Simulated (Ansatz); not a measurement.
# C8H4N2: the cost of one run

Computed with Ansatz 0.2.0, Gaussian basis. Level: one geometry, several basis sets.

Levels to be run: PBE0-D4/def2-SVP; ωB97M-V/def2-SVP; PBE0-D4/def2-QZVPP; ωB97M-V/def2-QZVPP; the functionals' def2-TZVPP values are taken from earlier runs.

**1. Structure used throughout**

All runs share one geometry, relaxed beforehand with PBE0-D4 in a triple-zeta def2 set.

14 atoms, charge 0, spin multiplicity 1.

Atoms are counted from 1 here; the program's logs count them from 0.

Bond lengths: N1–C2 1.151 Å, C2–C3 1.425 Å, C3–C4 1.392 Å, C3–C8 1.404 Å, C4–C5 1.384 Å, C4–H11 1.083 Å, C5–C6 1.388 Å, C5–H12 1.083 Å, C6–C7 1.384 Å, C6–H13 1.083 Å, C7–C8 1.392 Å, C7–H14 1.083 Å, C8–C9 1.425 Å, C9–N10 1.151 Å. Angles: N1–C2–C3 178.7°, C2–C3–C4 119.5°, C2–C3–C8 120.8°, C4–C3–C8 119.7°, C3–C4–C5 120.1°, C3–C4–H11 119.1°, C5–C4–H11 120.8°, C4–C5–C6 120.2°, C4–C5–H12 119.6°, C6–C5–H12 120.1°, C5–C6–C7 120.2°, C5–C6–H13 120.1°, C7–C6–H13 119.6°, C6–C7–C8 120.1°, C6–C7–H14 120.8°, C8–C7–H14 119.1°, C3–C8–C7 119.7°, C3–C8–C9 120.8° and more.

As a file:

| atom | x (Å) | y (Å) | z (Å) |
| --- | --- | --- | --- |
| N1 | 1.3037 | -2.7784 | 1.7384 |
| C2 | 0.8274 | -1.9094 | 1.1530 |
| C3 | 0.2125 | -0.8532 | 0.4197 |
| C4 | -0.9941 | -1.0841 | -0.2345 |
| C5 | -1.6013 | -0.0671 | -0.9498 |
| C6 | -1.0117 | 1.1870 | -1.0190 |
| C7 | 0.1877 | 1.4297 | -0.3731 |
| C8 | 0.8089 | 0.4154 | 0.3498 |
| C9 | 2.0440 | 0.6787 | 1.0105 |
| N10 | 3.0406 | 0.9166 | 1.5350 |
| H11 | -1.4454 | -2.0662 | -0.1741 |
| H12 | -2.5402 | -0.2554 | -1.4559 |
| H13 | -1.4883 | 1.9820 | -1.5793 |
| H14 | 0.6563 | 2.4043 | -0.4205 |

**2. PBE0-D4 in def2-SVP**

in.yaml reads:

```yaml
crystal:
  periodic: [false, false, false]
  atoms:
    - {symbol: N, position_ang: [1.303708, -2.778412, 1.738422]}
    - {symbol: C, position_ang: [0.827364, -1.909393, 1.153025]}
    - {symbol: C, position_ang: [0.212489, -0.853242, 0.419709]}
    - {symbol: C, position_ang: [-0.994098, -1.084072, -0.234549]}
    - {symbol: C, position_ang: [-1.601306, -0.067098, -0.949820]}
    - {symbol: C, position_ang: [-1.011693, 1.187005, -1.018976]}
    - {symbol: C, position_ang: [0.187700, 1.429664, -0.373123]}
    - {symbol: C, position_ang: [0.808923, 0.415435, 0.349792]}
    - {symbol: C, position_ang: [2.044023, 0.678725, 1.010466]}
    - {symbol: N, position_ang: [3.040562, 0.916553, 1.534998]}
    - {symbol: H, position_ang: [-1.445439, -2.066161, -0.174128]}
    - {symbol: H, position_ang: [-2.540237, -0.255391, -1.455942]}
    - {symbol: H, position_ang: [-1.488319, 1.982009, -1.579336]}
    - {symbol: H, position_ang: [0.656311, 2.404348, -0.420549]}
basis:
  gaussian: {orbitals: def2-SVP}
hamiltonian: {xc: pbe0, dispersion: d4}
output: {orbitals: {seedname: orbitals}}
```

Command:

```bash
$ ansatz run in.yaml --threads 2 --pin off --events-out ev --progress --plain --max-ram 32768MiB --backend cpu
```

**Question.** How long does this run take on 2 threads of AMD EPYC 7R13, shared host, and how much memory does it need?

About 3.5 s, with a peak of 0.53 GiB.
